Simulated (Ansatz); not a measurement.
# YS4: the cost of one run

Program: Ansatz 0.2.0. Level of theory: DFT PBE, scalar-relativistic, plane waves, PAW. These are calculated values, not measurements.

## (1) Starting point

It takes space group P2 (No. 3, monoclinic). The conventional cell has a = 5.877 Å, b = 3.393 Å, c = 6.064 Å, α = 90.00°, β = 108.85°, γ = 90.00°. Y (site symmetry 2) is surrounded by 4 S at 3.05 to 3.12 Å and 2 Y at 3.39 Å. S (site symmetry 1) is surrounded by 3 S at 1.96 Å.

As a file:

```cif
data_structure
_symmetry_space_group_name_H-M 'P2'
_symmetry_Int_Tables_number 3
_cell_length_a 5.8772
_cell_length_b 3.3932
_cell_length_c 6.0642
_cell_angle_alpha 90.000
_cell_angle_beta 108.848
_cell_angle_gamma 90.000
_cell_volume 114.45
loop_
_atom_site_label
_atom_site_type_symbol
_atom_site_symmetry_multiplicity
_atom_site_Wyckoff_symbol
_atom_site_fract_x
_atom_site_fract_y
_atom_site_fract_z
_atom_site_occupancy
Y1 Y 1 c 0.50000 0.83333 0.00000 1
S1 S 2 e 0.83548 0.00000 0.50645 1
S2 S 2 e 0.33548 0.50000 0.50645 1
```

A structure generator made this guess: Y between sheets of the C type, stage 1 (P2, No. 3). Its size is a rough estimate.

## (2) Probe: one point on a coarse mesh

Input file input.yaml:

```yaml
crystal:
  lattice:
    - [5.87724789, 0.0, 0.0]
    - [0.0, 3.39323112, 0.0]
    - [-1.95908263, 0.0, 5.73902523]
  atoms:
    - { symbol: "Y", position: [0.5, 0.83333333, 0.0] }
    - { symbol: S, position: [0.83548198, 0.0, 0.50644593] }
    - { symbol: S, position: [0.33548198, 0.5, 0.50644593] }
    - { symbol: S, position: [0.66451802, 0.5, 0.49355407] }
    - { symbol: S, position: [0.16451802, 0.0, 0.49355407] }
basis:
  ecutwfc: 420
kpoints:
  mp_grid: { grid: [4, 6, 4] }
hamiltonian:
  xc: pbe
scf:
  occupations: { method: gaussian, width: 0.1 }
  lower_state_search: "off"
output:
  forces: true
  stress: true
  eigenvalues: true
```

Command:

```console
ansatz run input.yaml --threads 1 --pin off --max-ram 2560MiB --backend cpu --events-out ev --progress --plain --runs-dir out
```

What time and memory should one allow on 1 thread of Arm Neoverse N1, shared host?

About 18 s, with a peak of 0.35 GiB.
